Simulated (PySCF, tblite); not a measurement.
# CH6GeO: dynamics, then NMR shifts and electronic excitations on frames, part 2 of 2

tblite 0.8.0 and PySCF 2.14.0. Atoms count from 0. Earlier steps stand in the parts before.

### Step 10. Ultraviolet spectrum: 800 fs, PBE0/def2-SVPD

Job settings and geometry (Å):

```
{"job": {"kind": "uv", "xc": "PBE0", "basis": "def2-SVPD", "nstates": 5, "ntriplets": 0}, "charge": 0, "multiplicity": 1}
C      0.322900     0.451300     1.094700
O     -0.476700     0.592800    -0.112200
Ge    -1.973900    -0.240500    -0.552400
H      1.057500     1.256100     0.915300
H     -0.286500     0.549700     2.054500
H      0.759500    -0.517800     1.062500
H     -1.640600    -1.681000    -0.433300
H     -2.207900     0.424500    -1.857400
H     -2.987600     0.206500     0.474100
```

With the program's defaults for keys left out, this is: TDDFT PBE0/def2-SVPD, vertical, gas phase, core orbitals frozen in the response.

Log:

```text
coarse grid: 32608 points
cycle   1  E = -2193.0830645984  dE = -5.022e-01  |g| = 7.537e-01  |ddm| = 3.240e+00
cycle   2  E = -2192.7944680845  dE =  2.886e-01  |g| = 1.412e+00  |ddm| = 1.975e+00
cycle   3  E = -2193.1802579686  dE = -3.858e-01  |g| = 1.313e-01  |ddm| = 1.447e+00
cycle   4  E = -2193.1826343313  dE = -2.376e-03  |g| = 4.596e-02  |ddm| = 1.546e-01
cycle   5  E = -2193.1828635718  dE = -2.292e-04  |g| = 4.829e-03  |ddm| = 3.804e-02
cycle   6  E = -2193.1828679888  dE = -4.417e-06  |g| = 1.437e-03  |ddm| = 7.044e-03
final grid: 67688 points
cycle   7  E = -2193.1828421114  dE =  1.064e-07  |g| = 1.618e-03  |ddm| = 4.086e-03
cycle   8  E = -2193.1828418744  dE =  2.370e-07  |g| = 1.927e-03  |ddm| = 3.297e-03
cycle   9  E = -2193.1828427386  dE = -8.641e-07  |g| = 2.083e-04  |ddm| = 1.781e-03
cycle  10  E = -2193.1828427470  dE = -8.431e-09  |g| = 1.464e-05  |ddm| = 1.895e-04
cycle  11  E = -2193.1828427470  dE = -2.001e-11  |g| = 3.531e-06  |ddm| = 1.493e-05
converged SCF energy = -2193.1828427470

Static polarisability (au): isotropic 48.675, principal 44.583 45.892 55.550

Singlet excitations
state   eV       nm        f      main configurations
  1   6.0188    206.0   0.00040   H->L 0.98
  2   6.7863    182.7   0.02454   H-1->L 0.98
  3   6.9233    179.1   0.02895   H->L+1 0.97
  4   7.5661    163.9   0.00608   H->L+2 0.75, H-1->L+1 0.13, H->L+3 0.09
  5   7.6748    161.5   0.03467   H-1->L+1 0.61, H->L+2 0.19, H->L+3 0.14
```

It took 19 s on 1 thread of Intel Xeon at 2.50GHz, shared host; peak memory 0.56 GiB.

This run: HOMO -7.52 eV, LUMO -0.07 eV; lowest singlet 6.02 eV.

### Step 11. Nuclear shieldings: 1000 fs, PBE0/pcSseg-1

Job settings and geometry (Å):

```
{"job": {"kind": "nmr", "xc": "PBE0", "basis": "pcSseg-1", "pop": false}, "charge": 0, "multiplicity": 1}
C     -0.600300     1.043500     1.106800
O     -0.699000     0.506000    -0.143800
Ge    -2.102800    -0.218900    -0.883200
H     -1.584100     1.088700     1.625600
H     -0.091600     0.425900     1.827100
H     -0.085200     1.974300     1.116900
H     -1.839500    -1.612300    -1.448600
H     -2.314300     0.711700    -2.022000
H     -3.363700    -0.416500    -0.002900
```

Level: GIAO PBE0/pcSseg-1 NMR shielding, non-relativistic, gas phase.

Log:

```text
coarse grid: 32608 points
cycle   1  E = -2193.1746388573  dE = -4.294e-01  |g| = 1.063e+00  |ddm| = 2.640e+00
cycle   2  E = -2192.9548452631  dE =  2.198e-01  |g| = 1.486e+00  |ddm| = 1.559e+00
cycle   3  E = -2193.2782671340  dE = -3.234e-01  |g| = 2.552e-01  |ddm| = 1.211e+00
cycle   4  E = -2193.2892014336  dE = -1.093e-02  |g| = 6.569e-02  |ddm| = 1.840e-01
cycle   5  E = -2193.2896116036  dE = -4.102e-04  |g| = 8.398e-03  |ddm| = 4.235e-02
cycle   6  E = -2193.2896216948  dE = -1.009e-05  |g| = 2.300e-03  |ddm| = 7.653e-03
cycle   7  E = -2193.2896228027  dE = -1.108e-06  |g| = 5.279e-04  |ddm| = 1.763e-03
final grid: 67688 points
cycle   8  E = -2193.2896210946  dE = -9.634e-09  |g| = 5.551e-04  |ddm| = 9.160e-04
cycle   9  E = -2193.2896210731  dE =  2.156e-08  |g| = 6.415e-04  |ddm| = 8.945e-04
cycle  10  E = -2193.2896211642  dE = -9.117e-08  |g| = 8.277e-05  |ddm| = 4.989e-04
cycle  11  E = -2193.2896211654  dE = -1.153e-09  |g| = 7.777e-06  |ddm| = 5.032e-05
cycle  12  E = -2193.2896211654  dE = -1.364e-12  |g| = 8.461e-07  |ddm| = 7.202e-06
converged SCF energy = -2193.2896211654

GIAO shielding tensors (ppm)
atom      isotropic    diamagn.    paramagn.     s11        s22        s33       span
  0 C      134.403     240.217    -105.814    101.316    107.626    194.266     92.950
  1 O      375.918     401.251     -25.333    318.563    365.556    443.635    125.072
  2 Ge    1394.699    2754.881   -1360.182   1228.671   1277.945   1677.481    448.809
  3 H       28.018      27.898       0.119     23.147     25.874     35.031     11.884
  4 H       28.331      30.145      -1.814     24.340     25.342     35.311     10.971
  5 H       28.379      28.821      -0.443     24.031     25.259     35.846     11.814
  6 H       26.515      28.298      -1.783     20.280     22.008     37.255     16.975
  7 H       26.930      28.469      -1.538     19.485     23.030     38.276     18.791
  8 H       26.288      27.287      -0.999     21.045     21.995     35.824     14.778
```

Run time: 14 s. Hardware: 1 thread of Intel Xeon at 2.50GHz, shared host; peak memory 0.48 GiB.

This run: δ C0 52.5, O1 -39.8, Ge2 -64, H8 5.43, H6 5.20 ppm.

### Step 12. Ultraviolet spectrum: 1000 fs, PBE0/def2-SVPD

Same as in step 11 but for these lines:

```diff
@@ -1,2 +1,2 @@
-{"job": {"kind": "nmr", "xc": "PBE0", "basis": "pcSseg-1", "pop": false}, "charge": 0, "multiplicity": 1}
+{"job": {"kind": "uv", "xc": "PBE0", "basis": "def2-SVPD", "nstates": 5, "ntriplets": 0}, "charge": 0, "multiplicity": 1}
 C     -0.600300     1.043500     1.106800
```

With the program's defaults for keys left out, this is: TDDFT PBE0/def2-SVPD, vertical, gas phase, core orbitals frozen in the response.

Log:

```text
coarse grid: 32608 points
cycle   1  E = -2193.0984161520  dE = -3.850e-01  |g| = 7.081e-01  |ddm| = 3.406e+00
cycle   2  E = -2192.9043088398  dE =  1.941e-01  |g| = 1.223e+00  |ddm| = 1.714e+00
cycle   3  E = -2193.1809305960  dE = -2.766e-01  |g| = 1.183e-01  |ddm| = 1.158e+00
cycle   4  E = -2193.1830209034  dE = -2.090e-03  |g| = 3.740e-02  |ddm| = 1.295e-01
cycle   5  E = -2193.1831774038  dE = -1.565e-04  |g| = 3.922e-03  |ddm| = 3.016e-02
cycle   6  E = -2193.1831802227  dE = -2.819e-06  |g| = 9.447e-04  |ddm| = 5.812e-03
final grid: 67688 points
cycle   7  E = -2193.1831766463  dE =  4.165e-09  |g| = 1.015e-03  |ddm| = 3.030e-03
cycle   8  E = -2193.1831765991  dE =  4.724e-08  |g| = 1.114e-03  |ddm| = 2.068e-03
cycle   9  E = -2193.1831768874  dE = -2.883e-07  |g| = 4.298e-05  |ddm| = 1.071e-03
cycle  10  E = -2193.1831768877  dE = -3.238e-10  |g| = 1.063e-05  |ddm| = 4.284e-05
converged SCF energy = -2193.1831768877

Static polarisability (au): isotropic 48.329, principal 43.929 46.076 54.984

Singlet excitations
state   eV       nm        f      main configurations
  1   6.1999    200.0   0.00044   H->L 0.98
  2   7.0048    177.0   0.04876   H->L+1 0.98
  3   7.2756    170.4   0.03487   H-1->L 0.95
  4   7.6353    162.4   0.02332   H->L+2 0.94
  5   7.9545    155.9   0.03413   H->L+3 0.86, H-1->L+1 0.11
```

It took 20 s on 1 thread of Intel Xeon at 2.50GHz, shared host; peak memory 0.56 GiB.

Key values: HOMO -7.66 eV, LUMO 0.05 eV; lowest singlet 6.20 eV.

### Step 13. Run by run: NMR shifts

Shifts (ppm) of some atoms, chosen among heavy atoms and hydrogens apart, with basis size and wall time:

```csv
frame,C0,H8,H4,H5,H3,O1,Ge2,functions,time
250 fs,55.9,5.08,4.30,3.14,2.92,-16.6,-56,105,17 s
425 fs,63.6,4.56,4.54,4.04,4.16,-18.4,-58,105,15 s
625 fs,53.2,4.38,5.03,3.86,3.26,-43.9,-77,105,17 s
800 fs,65.3,4.95,4.56,3.53,5.14,-14.4,-63,105,14 s
1000 fs,52.5,5.43,3.39,3.34,3.70,-39.8,-64,105,14 s
```

### Step 14. Run by run: electronic excitations

Excitations and ground-state properties, with basis size and wall time:

```csv
frame,lowest singlet (eV),brightest (eV),f,gap (eV),α (Å³),μ (D),functions,time
250 fs,5.70,6.59,0.035,7.11,7.21,1.50,129,19 s
425 fs,5.98,6.94,0.033,7.51,7.02,1.60,129,19 s
625 fs,6.26,7.03,0.055,7.75,7.11,0.95,129,20 s
800 fs,6.02,7.67,0.035,7.45,7.21,1.25,129,19 s
1000 fs,6.20,7.00,0.049,7.71,7.16,1.11,129,20 s
```

### Step 15. What came out

The summary covers parts 1 to 2.

| quantity | value |
| --- | --- |
| thermostat | 300 K |
| mean temperature, second half | 299 K |
| mean potential energy above the minimum | 0.25 eV |
| ¹³C shifts against TMS (PBE0/pcSseg-1, 250 fs) | 55.9 ppm |
| ¹H shifts against TMS (PBE0/pcSseg-1, 250 fs) | 5.42, 5.08, 4.30, 4.28, 3.14, 2.92 ppm |
| ¹⁷O shifts against H2O (PBE0/pcSseg-1, 250 fs) | -16.6 ppm |
| ⁷³Ge shifts against GeMe4 (PBE0/pcSseg-1, 250 fs) | -56 ppm |
| lowest singlet (PBE0/def2-SVPD, 250 fs) | 5.70 eV (217 nm), f = 0.001 |
| brightest single state of those computed | state 2, 6.59 eV, f = 0.035 |
| range of the shift of O1 | -43.9 to -14.4 ppm |
| range of the lowest singlet | 5.70 to 6.26 eV |

In words: In the second half the potential energy averages 0.25 eV above the minimum; equipartition over 21 harmonic modes at 300 K would give 0.27 eV. With 9 atoms the temperature swings widely (106 to 395 K). Shifts at one fixed geometry are not the observed spectrum, which averages over the motion. In the first frame run (250 fs): The largest span, 331 ppm, is at Ge2, where the paramagnetic term is -1371 ppm. The first singlet state (HOMO→LUMO 0.98) lies at 5.70 eV and is weak; of the 5 states computed, the strongest absorption comes from state 2 at 6.59 eV. In ppm, O1 moves most: its shift spreads over 29.5 ppm, from -43.9 (625 fs) to -14.4 (800 fs). The lowest singlet runs from 5.70 eV (250 fs) to 6.26 eV (625 fs), while the orbital gap spans 7.11 to 7.75 eV. The lowest state need not be the same one in every run. Spin-orbit coupling is left out, which matters for shieldings and couplings at and beside the heavy atoms.
